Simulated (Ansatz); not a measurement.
**CH9F2N3O2Si2: one species, many methods**

One table from this session's results is given with a row withheld; the runs are named, their logs left out.

The runs use Ansatz 0.2.0, Gaussian basis; functionals in def2-TZVPP, the program's frozen cores in correlated methods.

Plan: LDA (SPW92), PBE-D4, revPBE-D4, BLYP-D4, r2SCAN-D4, B97M-V, PBE0-D4, B3LYP-D4, r2SCANh-D4, r2SCAN0-D4, HSE06-D4, BHLYP-D4, CAM-B3LYP-D4, LC-ωPBE, ωB97X-V, ωB97M-V, B2PLYP, PBE-QIDH; CCSD(T)/def2-SVP; CCSD(T)/def2-TZVPP; MP2/def2-QZVPP; extrapolation to the limit; RPA on PBE.

**The geometry**

An earlier PBE0-D4 in a triple-zeta def2 set relaxation fixed the geometry.

SMILES `CN([Si](N)(O)O)[Si](N)(F)F`, 19 atoms, charge 0, spin multiplicity 1.

Atoms are counted from 1 here; the program's logs count them from 0.

Bond lengths: C1–N2 1.468 Å, C1–H11 1.095 Å, C1–H12 1.091 Å, C1–H13 1.092 Å, N2–Si3 1.731 Å, N2–Si7 1.699 Å, Si3–N4 1.696 Å, Si3–O5 1.634 Å, Si3–O6 1.641 Å, N4–H14 1.005 Å, N4–H15 1.006 Å, O5–H16 0.959 Å, O6–H17 0.959 Å, Si7–N8 1.691 Å, Si7–F9 1.593 Å, Si7–F10 1.598 Å, N8–H18 1.006 Å, N8–H19 1.007 Å. Angles: N2–C1–H11 111.9°, N2–C1–H12 109.7°, N2–C1–H13 110.9°, H11–C1–H12 107.5°, H11–C1–H13 108.5°, H12–C1–H13 108.1°, C1–N2–Si3 118.5°, C1–N2–Si7 119.7°, Si3–N2–Si7 121.6°, N2–Si3–N4 107.3°, N2–Si3–O5 116.0°, N2–Si3–O6 105.7°, N4–Si3–O5 104.1°, N4–Si3–O6 119.3°, O5–Si3–O6 105.1°, Si3–N4–H14 122.2°, Si3–N4–H15 120.7°, H14–N4–H15 112.6° and more.

The first run:

Contents of in.yaml:

```yaml
crystal:
  periodic: [false, false, false]
  atoms:
    - {symbol: C, position_ang: [0.460397, -0.180612, 1.649757]}
    - {symbol: N, position_ang: [0.041116, 0.075288, 0.266323]}
    - {symbol: Si, position_ang: [-0.684503, -1.215910, -0.629201]}
    - {symbol: N, position_ang: [0.293261, -2.585839, -0.421547]}
    - {symbol: O, position_ang: [-2.160037, -1.699275, -0.119275]}
    - {symbol: O, position_ang: [-0.926914, -0.625313, -2.141153]}
    - {symbol: Si, position_ang: [0.164331, 1.643821, -0.373601]}
    - {symbol: N, position_ang: [1.038246, 2.670486, 0.647663]}
    - {symbol: F, position_ang: [-1.277583, 2.207526, -0.747426]}
    - {symbol: F, position_ang: [0.931753, 1.651519, -1.775103]}
    - {symbol: H, position_ang: [-0.294262, 0.146477, 2.373053]}
    - {symbol: H, position_ang: [0.613268, -1.250824, 1.795475]}
    - {symbol: H, position_ang: [1.399449, 0.330039, 1.873180]}
    - {symbol: H, position_ang: [1.292350, -2.550537, -0.524725]}
    - {symbol: H, position_ang: [-0.077580, -3.508682, -0.570208]}
    - {symbol: H, position_ang: [-2.900242, -1.213058, -0.486032]}
    - {symbol: H, position_ang: [-0.193569, -0.221078, -2.607886]}
    - {symbol: H, position_ang: [0.741180, 2.846046, 1.593110]}
    - {symbol: H, position_ang: [1.497743, 3.475626, 0.253997]}
basis:
  gaussian: {orbitals: def2-TZVPP}
hamiltonian: {xc: lda}
output: {orbitals: {seedname: orbitals}}
```

Steps of the session up to this table: LDA; PBE-D4 (GGA); revPBE-D4 (GGA); BLYP-D4 (GGA); r2SCAN-D4 (meta-GGA); B97M-V (meta-GGA); PBE0-D4 (hybrid); B3LYP-D4 (hybrid); r2SCANh-D4 (hybrid); r2SCAN0-D4 (hybrid); HSE06-D4 (hybrid); BHLYP-D4 (hybrid); CAM-B3LYP-D4 (range-separated); LC-ωPBE (range-separated); ωB97X-V (range-separated); ωB97M-V (range-separated); B2PLYP (double hybrid); PBE-QIDH (double hybrid).

One table of the session follows, with a row left open; its other results are not shown here.

It belongs to the step «Frontier levels by functional». 

```
  functional  HOMO (eV)  LUMO (eV)  gap (eV)
 LDA (SPW92)      -6.14      -0.50      5.64
      PBE-D4      -5.98      -0.31      5.67
   revPBE-D4      -5.91      -0.20      5.71
     BLYP-D4      -5.86      -0.33      5.53
   r2SCAN-D4          ?          ?         ?
      B97M-V      -6.38      -0.13      6.26
     PBE0-D4      -7.42       0.53      7.95
    B3LYP-D4      -7.18       0.18      7.36
  r2SCANh-D4      -6.81       0.59      7.41
  r2SCAN0-D4      -7.63       0.95      8.58
    HSE06-D4      -7.02       0.17      7.18
    BHLYP-D4      -8.78       1.15      9.93
CAM-B3LYP-D4      -8.84       1.29     10.13
     LC-ωPBE     -10.23       2.65     12.88
     ωB97X-V      -9.86       2.40     12.26
     ωB97M-V      -9.77       1.95     11.72
```

**Question.** Estimate the row for r2SCAN-D4.

Worked estimate for «HOMO (eV)». Against the share of exact exchange, r2SCANh-D4 (0.1, -6.81), r2SCAN0-D4 (0.25, -7.63) give a slope of -5.47 per unit share; at 0 the line stands at -6.26.

As computed: HOMO (eV): -6.27; LUMO (eV): 0.34; gap (eV): 6.61. In «HOMO (eV)» the line misses by +0.01.
